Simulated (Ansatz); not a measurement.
Runs of Ansatz 0.2.0 on Ta. The cell holds a sheet with vacuum, 2 atoms: a = 2.719 Å, b = 2.719 Å, c = 28.487 Å, α = 90.00°, β = 90.00°, γ = 90.00°. The cell was built by a generator and needn't be a form met in nature.

```tsv
task	level	cell	cutoff (eV)	basis error allowed	gap on the mesh (eV)	largest force (eV/Å)	work function (eV)
projected density of states	PBE	as given	276	0.002 eV/atom	-	0.07	4.63
work function	LDA	as given	276	0.002 eV/atom	none	(a)	4.88
single point	PBE	as given	299	0.001 eV/atom	none	0.07	-
relaxation of the atoms	PBE	atoms relaxed	-	0.002 eV/atom	-	-	4.63
work function	PBEsol	as given	276	0.002 eV/atom	none	0.42	4.73
```

Alike in all rows: potentials or basis all-electron LAPW, scalar-relativistic; no spin polarisation; k mesh 10 × 10 × 1; smearing fermi-dirac 0.05 eV.

Problem. Estimate the missing entries.

Solution. (a) 0.64.

A k mesh can miss the band edges, and the runs leave out spin-orbit coupling on Ta.

A gap of «none» marks a metal or a gap under the smearing width.

Not every run made on this cell is shown here.
